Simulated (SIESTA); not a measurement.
## ZnRe in SIESTA: the effect of functional

The system is ZnRe.

```
CELL_PARAMETERS angstrom
2.74822 0.00000 0.00000
-1.37411 2.38003 0.00000
0.00000 0.00000 4.49407
ATOMIC_POSITIONS crystal
Re 0.33333 0.66667 0.50000
Zn 0.00000 0.00000 0.00000
```

The cell comes from a database or a generator and needn't be the stable form of this composition.

Alike in all runs:

* Program: SIESTA 5.4.2
* Task: band structure
* Basis: DZP (energy shift 0.003 Ry; two zetas on semicore shells)
* Grid cutoff: 800 Ry
* Energy shift: 0.003 Ry
* k mesh: 11 × 11 × 6
* Occupations: fermi-dirac, width 0.05 eV
* Spin: no spin polarisation

| functional | potentials or basis | pressure (GPa) |
| --- | --- | --- |
| LDA | PseudoDojo 0.4 standard (LDA files) | -14.4 |
| PBEsol | PseudoDojo 0.4 standard (PBEsol files) | -8.8 |
| AM05 | PseudoDojo 0.4 standard (PBEsol files) | ? |
| WC | PseudoDojo 0.4 standard (PBEsol files) | -7.8 |
| PW91 | PseudoDojo 0.4 standard (PBE files) | -1.2 |
| revPBE | PseudoDojo 0.4 standard (PBE files) | 2.3 |
| RPBE | PseudoDojo 0.4 standard (PBE files) | 3.5 |
| BLYP | PseudoDojo 0.4 standard (PBE files) | 6.8 |

Task: What does the run with functional AM05 give?

Result: Pressure -9.9 GPa.

Caveats: short orbitals over semicore shells can move pressures by several GPa; the basis of atomic orbitals isn't converged, which shifts pressures, moduli and gaps; the potentials were made for another functional, which shifts forces and pressure (some runs).

Runs at the PBE level aren't shown here.
